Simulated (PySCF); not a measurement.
# [Re(OH)6]+: other functionals and bases at one geometry

How far do other levels of theory move the description of [Re(OH)6]+, and what does each cost? The structure is generated, not taken from experiment.

Program: PySCF 2.14.0. Level of theory: several levels, as the steps say, no spin–orbit coupling. These are calculated values, not measurements.

4 further runs of the same task are left out: 2 for a known fault of the program, 1 that didn't finish, 1 set aside as unsound or not needed. Runs told in other sessions of the task aren't counted.

### 1 Starting geometry

13 atoms, charge 1, spin multiplicity 1.

Bond lengths: Re1–O2 1.914 Å, Re1–O4 1.858 Å, Re1–O6 1.914 Å, Re1–O8 1.913 Å, Re1–O10 1.858 Å, Re1–O12 1.857 Å, O2–H3 0.981 Å, O4–H5 0.982 Å, O6–H7 0.981 Å, O8–H9 0.981 Å, O10–H11 0.983 Å, O12–H13 0.982 Å. Angles: O2–Re1–O4 164.0°, O2–Re1–O6 86.5°, O2–Re1–O8 86.5°, O2–Re1–O10 101.7°, O2–Re1–O12 80.3°, O4–Re1–O6 80.2°, O4–Re1–O8 101.4°, O4–Re1–O10 93.4°, O4–Re1–O12 93.6°, O6–Re1–O8 86.6°, O6–Re1–O10 164.1°, O6–Re1–O12 101.3°, O8–Re1–O10 80.4°, O8–Re1–O12 164.1°, O10–Re1–O12 93.6°, Re1–O2–H3 118.6°, Re1–O4–H5 131.3°, Re1–O6–H7 118.5° and more.

Coordinates:

```xyz
13

Re   -0.1398   -0.1227   -0.1210
O     0.3131   -0.3770    1.7207
H     0.3843    0.4120    2.2995
O    -0.1153   -0.0901   -1.9782
H     0.6304   -0.1083   -2.6174
O     1.7263    0.1833   -0.4175
H     2.3329    0.1547    0.3531
O    -0.2640    1.7417    0.2886
H     0.5555    2.2809    0.2700
O    -1.9870    0.0538   -0.0328
H    -2.5677    0.8461   -0.0101
O    -0.1967   -1.9772   -0.0385
H    -0.1913   -2.5987    0.7223
```

Formal oxidation states: Re +7. An earlier session relaxed this geometry at TPSS, Re def2-SVP with ECP60, O def2-SVP, H def2-SVP (singlet, point group C1).

At TPSS on the finer grid: E = -532.800552 Eh, HOMO -12.76 eV, LUMO -9.77 eV, Mulliken charge on Re1 +1.32 e, largest force component 0.013 eV/Å. 

Levels to run: B3LYP; PBE0; BP86; BLYP; TPSS, TZVP; TPSS, x2c-SVP. Hardware: 4 threads of Arm Neoverse V1, shared host.

### 2 B3LYP

Contents of run.py (the lines that set the calculation):

```python
mol = gto.M(atom='''
Re    -0.13981    -0.12274    -0.12103
O      0.31309    -0.37699     1.72074
H      0.38429     0.41199     2.29951
O     -0.11527    -0.09007    -1.97816
H      0.63043    -0.10827    -2.61739
O      1.72630     0.18333    -0.41749
H      2.33287     0.15471     0.35306
O     -0.26401     1.74175     0.28860
H      0.55548     2.28095     0.26995
O     -1.98702     0.05379    -0.03279
H     -2.56772     0.84611    -0.01013
O     -0.19667    -1.97716    -0.03852
H     -0.19135    -2.59871     0.72232''',
    basis={'Re': 'def2-SVP', 'O': 'def2-SVP', 'H': 'def2-SVP'},
    ecp={'Re': 'def2-SVP'},
    charge=1, spin=0)
mf = dft.RKS(mol, xc='B3LYP')
mf.grids.atom_grid = (75, 302)
mf = mf.density_fit()  # fitting sets: Re def2-universal-JKFIT, O def2-universal-JKFIT, H def2-universal-JKFIT
mf.conv_tol = 1e-08; mf.max_cycle = 55
mf.kernel(dm0)  # dm0: the density of the relaxed state
```

Run with:

```bash
$ OMP_NUM_THREADS=4 python run.py
```

### 3 PBE0

Changes to run.py (the lines that set the calculation) since step 2:

```diff
@@ -17,3 +17,3 @@
     charge=1, spin=0)
-mf = dft.RKS(mol, xc='B3LYP')
+mf = dft.RKS(mol, xc='PBE0')
 mf.grids.atom_grid = (75, 302)
```

### 4 BP86

Changes to run.py (the lines that set the calculation) since step 3:

```diff
@@ -17,3 +17,3 @@
     charge=1, spin=0)
-mf = dft.RKS(mol, xc='PBE0')
+mf = dft.RKS(mol, xc='B88,P86')
 mf.grids.atom_grid = (75, 302)
```

### 5 BLYP

Changes to run.py (the lines that set the calculation) since step 4:

```diff
@@ -17,3 +17,3 @@
     charge=1, spin=0)
-mf = dft.RKS(mol, xc='B88,P86')
+mf = dft.RKS(mol, xc='BLYP')
 mf.grids.atom_grid = (75, 302)
```

### 6 TPSS, TZVP

Basis: Re def2-TZVP with ECP60, O def2-TZVP, H def2-TZVP. 

Changes to run.py (the lines that set the calculation) since step 5:

```diff
@@ -14,6 +14,6 @@
 H     -0.19135    -2.59871     0.72232''',
-    basis={'Re': 'def2-SVP', 'O': 'def2-SVP', 'H': 'def2-SVP'},
-    ecp={'Re': 'def2-SVP'},
+    basis={'Re': 'def2-TZVP', 'O': 'def2-TZVP', 'H': 'def2-TZVP'},
+    ecp={'Re': 'def2-TZVP'},
     charge=1, spin=0)
-mf = dft.RKS(mol, xc='BLYP')
+mf = dft.RKS(mol, xc='TPSS')
 mf.grids.atom_grid = (75, 302)
@@ -21,2 +21,2 @@
 mf.conv_tol = 1e-08; mf.max_cycle = 55
-mf.kernel(dm0)  # dm0: the density of the relaxed state
+mf.kernel(dm0)  # dm0: free metal ions and neutral atoms
```

### 7 TPSS, x2c-SVP

Basis: Re x2c-SVPall, O x2c-SVPall, H x2c-SVPall. All electrons are treated, with the spin-free X2C Hamiltonian.

Changes to run.py (the lines that set the calculation) since step 6:

```diff
@@ -14,8 +14,9 @@
 H     -0.19135    -2.59871     0.72232''',
-    basis={'Re': 'def2-TZVP', 'O': 'def2-TZVP', 'H': 'def2-TZVP'},
-    ecp={'Re': 'def2-TZVP'},
+    basis={'Re': 'x2c-SVPall', 'O': 'x2c-SVPall', 'H': 'x2c-SVPall'},
+    nucmod='G',
     charge=1, spin=0)
 mf = dft.RKS(mol, xc='TPSS')
-mf.grids.atom_grid = (75, 302)
-mf = mf.density_fit()  # fitting sets: Re def2-universal-JKFIT, O def2-universal-JKFIT, H def2-universal-JKFIT
+mf.grids.atom_grid = (99, 590)
+mf = mf.density_fit()  # fitting sets: Re AutoAux, O AutoAux, H AutoAux
+mf = mf.sfx2c1e()
 mf.conv_tol = 1e-08; mf.max_cycle = 55
```

What does the calculation give? Wanted: for each run, HOMO; gap; charge on Re1; dipole; largest force component.

**Answer**, as computed:

| level | state | HOMO (eV) | gap (eV) | charge on Re1 (e) | dipole (D) | largest force component (eV/Å) | basis functions | time |
| --- | --- | --- | --- | --- | --- | --- | --- | --- |
| TPSS (relaxed here) | singlet | -12.76 | 2.99 | 1.32 | 2.74 | 0.01 | 146 | 58 s |
| B3LYP | singlet | -14.03 | 4.51 | 1.42 | 2.83 | 0.35 | 146 | 7.8 s |
| PBE0 | singlet | -14.35 | 4.96 | 1.48 | 2.86 | 0.72 | 146 | 7.4 s |
| BP86 | singlet | -12.76 | 2.90 | 1.21 | 2.75 | 0.11 | 146 | 7.9 s |
| BLYP | singlet | -12.50 | 2.87 | 1.19 | 2.72 | 0.46 | 146 | 7.9 s |
| TPSS, TZVP | singlet | -12.80 | 3.04 | 1.43 | 2.50 | 0.24 | 262 | 53 s |
| TPSS, x2c-SVP | singlet | -12.83 | 2.82 | 0.71 | 2.73 | 0.65 | 180 | 84 s |

Times are on 4 threads of Arm Neoverse V1, shared host; the first row also made further properties. The dipole of a charged species depends on the origin, so these sizes hold for this origin alone.

In one basis the HOMO–LUMO gap runs from 2.87 eV (BLYP) to 4.96 eV (PBE0). The largest leftover force, 0.72 eV/Å with PBE0, stands at a geometry relaxed at another level. The Mulliken charge on Re spans +0.71 to +1.48 e over the levels. Total energies of different levels can't be compared. Spin–orbit coupling is left out throughout.
